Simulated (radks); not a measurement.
# Ba⁺ in [Kr] 4d10 5s1 5p6 6s1 6p1: an all-electron calculation

Aim: the levels, the sizes of the orbitals and the parts of the energy of the barium ion Ba+.

The numbers are computed with radks (a radial shooting solver on a logarithmic mesh, Libxc functionals) version 1 (scalar-relativistic Kohn-Sham, OLYP, spin-polarised, spherical densities, finite nucleus; open shells are filled with parallel spins first), except any that are marked as measured or tabulated.

## Step 1: The atom as given

```
element            : barium (Z = 56)
charge             : +1
electrons          : 55
configuration      : [Kr] 4d10 5s1 5p6 6s1 6p1
nuclear rms radius : 4.8378 fm
```

Outer shells as boxes (Hund's rule):

Ba⁺
```
[Kr] core
4d [↑↓][↑↓][↑↓][↑↓][↑↓]
5s [↑ ]
5p [↑↓][↑↓][↑↓]
6s [↑ ]
6p [↑ ][  ][  ]
```

## Step 2: The run

Input:

```text
Z 56
configuration [Kr] 4d10 5s1 5p6 6s1 6p1
relativity scalar-relativistic
functional optx,lyp
spin polarised
nucleus finite rms 4.8378 fm
c 137.035999084
```

Command:

```
$ python run_ks.py task.json out
```

All runs below come from this command, one after another.

Q: Predict the outcome of this run.

The runs gave:

```
                        quantity                   value
                    total energy      -8136.7698 hartree
exchange-correlation share of it                  2.46 %
                            −T/E                  1.0556
          highest occupied level        6p up, -6.700 eV
    most extended occupied level  6p up, <r> = 4.72 bohr
 radius at density 0.001 e/bohr³               5.38 bohr
    maxima of the radial density                       4
```

What this shows: 6 principal shells are occupied and 4 maxima appear in the radial density; where shells overlap, one shows as a shoulder or not at all. Relativity lifts −T/E to 1.056. This is not the tabulated ground configuration, so its levels and sizes aren't those of the ground state, and no measured value stands beside it.
